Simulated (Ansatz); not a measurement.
**Ga3Sn (Pm-3m): relaxation of the ions in Python**

Where do the atoms of Ga3Sn (Pm-3m) settle in the given cell? Aim: a relaxation of the ions, for Ga3Sn (Pm-3m), run from a script.

Program: Ansatz 0.2.0, driven from Python. Level of theory: DFT PBEsol, plane waves, PAW. These are calculated values, not measurements.

### 1 The structure

Symmetry: Pm-3m, No. 221, cubic system. Conventional cell: a = 4.375 Å, b = 4.375 Å, c = 4.375 Å, α = 90.00°, β = 90.00°, γ = 90.00°. Ga (site symmetry 4/mmm) has 8 Ga at 3.09 Å and 4 Sn at 3.09 Å as nearest neighbours. Sn (site symmetry m-3m) is surrounded by 12 Ga at 3.09 Å.

The script holds or builds the structure itself.

### 2 The code

File relax.py:

```python
from pathlib import Path
import warnings

import ansatz
import matplotlib.pyplot as plt
import numpy as np


def main() -> None:
    warnings.simplefilter("ignore", ansatz.DeckWarning)

    ga3sn = (
        ansatz.Lattice.of([4.37524287, 0.0, 0.0], [0.0, 4.37524287, 0.0], [0.0, 0.0, 4.37524287])
        .atom("Ga", [0.0, 0.5, 0.5])
        .atom("Ga", [0.5, 0.0, 0.5])
        .atom("Ga", [0.5, 0.5, 0.0])
        .atom("Sn", [0.0, 0.0, 0.0])
    )

    model = (
        ga3sn.move(3, to=[0.00685676, -0.00685676, 0.00685676]).calculation()
        .occupations("Marzari-Vanderbilt", width=0.1)
        .kpoints(4)
        .functional(ansatz.Functional.PBESOL)
        .relax(max_steps=60)
        .band_table()
        .density()
        .potential()
        .electron_localization_function()
        .output_files(volumetric_format="npy")
    )
    steps = []


    def collect(event):
        if event["event"] == "relax_step":
            steps.append(event["data"])


    result = model.session().plan().execute(on_event=collect)
    report = result.report
    print("step   energy (eV)     max comp. (eV/A)  SCF")
    for s in steps:
        print(f"{s['step']:4d} {s['lagrangian_ev']:15.5f} {s['allowed_force_max_ev_ang']:12.4f} {s['n_scf']:5d}")

    first, last = steps[0], steps[-1]
    symbols = [site.symbol for site in result.lattice.sites]
    print(f"energy gained {first['lagrangian_ev'] - last['lagrangian_ev']:.4f} eV in {len(steps) - 1} steps")

    moved = np.linalg.norm(np.array(last["positions_ang"]) - np.array(first["positions_ang"]), axis=1)
    print("displacement by atom (A):", " ".join(f"{s}:{d:.3f}" for s, d in zip(symbols, moved)))

    fig, (top, bottom) = plt.subplots(2, 1, sharex=True, figsize=(4.5, 4))
    top.plot([s["lagrangian_ev"] - last["lagrangian_ev"] for s in steps], "o-")
    top.set_ylabel("E - E(final) (eV)")
    bottom.semilogy([max(s["allowed_force_max_ev_ang"], 1e-6) for s in steps], "s-")
    bottom.set(xlabel="step", ylabel="largest force (eV/A)")
    fig.tight_layout()
    fig.savefig("relax.png", dpi=100)

    n_atoms = len(report["lattice"]["sites"])
    print("F =", round(report["free_energy_ev"], 4), "eV for", n_atoms, "atoms")
    print("E(sigma -> 0) =", round(report["energy_sigma0_ev"], 4), "eV, TS =", round(report["entropy_ts_ev"], 5), "eV")
    print("closed by", report["closed_by"], "after", report["n_iterations"], "iterations")

    fermi = report["fermi_energy_ev"]
    print("levels less the Fermi level (eV) at the first k-points")
    for k, levels in list(zip(report["kpoints_frac"], report["eigenvalues_ev"]))[:6]:
        print("k = ({:.3f}, {:.3f}, {:.3f})".format(*k))
        print("   ", " ".join(f"{e - fermi:.3f}" for e in levels))

    folder = Path(result.write_results("fields"))
    print("densities in e/A^3, potentials in eV, ELF without unit")
    for name in sorted(p.name for p in folder.glob("*.npy")):
        field = np.load(folder / name)
        print(f"{name:16s} {str(field.shape):16s} min {field.min():10.4f}  mean {field.mean():10.4f}  max {field.max():10.4f}")


if __name__ == "__main__":
    main()
```

### 3 The input behind the calls

The package turns the script's settings into the engine's input:

```yaml
crystal:
  lattice:
    - [4.37524287, 0.0, 0.0]
    - [0.0, 4.37524287, 0.0]
    - [0.0, 0.0, 4.37524287]
  atoms:
    - { symbol: Ga, position: [0.0, 0.5, 0.5] }
    - { symbol: Ga, position: [0.5, 0.0, 0.5] }
    - { symbol: Ga, position: [0.5, 0.5, 0.0] }
    - { symbol: Sn, position: [0.00685676, -0.00685676, 0.00685676] }
kpoints:
  mp_grid:
    grid: [4, 4, 4]
hamiltonian:
  xc: pbesol
scf:
  occupations:
    method: cold
    width: 0.1
relax:
  max_steps: 60
output:
  write_density: true
  write_potential: true
  volumetric_format: npy
  elf: true
  eigenvalues: true
```

### 4 The run

Launch:

```sh
python relax.py
```

Q: Predict the main results. Wanted: free energy; moves of the relaxation; energy gained; last largest force component.

As calculated:

| quantity | value |
| --- | --- |
| free energy | -17179.1499 eV (-4294.7875 eV/atom) |
| moves of the relaxation | 2 |
| energy gained | 0.4 meV/atom |
| last largest force component | 0.0014 eV/Å |

What this shows: After 2 moves the largest shift is 0.036 Å, of atom 4 (Sn). The script had first distorted the structure, so the gain undoes that, in part or whole. Within 0.02 Å the atoms end in space group Pm-3m, from R3m at the start. What to keep in mind:
- A total without «per atom» is that of the cell as typed.
- The negative TS is no error: cold and Methfessel-Paxton smearing have a generalised entropy.
- The computed bands are complete only to about 1.9 eV above the Fermi level.
- The mesh is modest for a metal, so energies can be off by several to tens of meV an atom and pressures by half a GPa or more; differences at equal mesh fare better.
- Energies along a relaxation are free energies. A last row that repeats the one before re-solves the same geometry more tightly.
- The fields are valence quantities on the plane-wave grid; their values near the nuclei depend on the potentials.
- This cell is a computed structure, which may not be the phase found in nature.
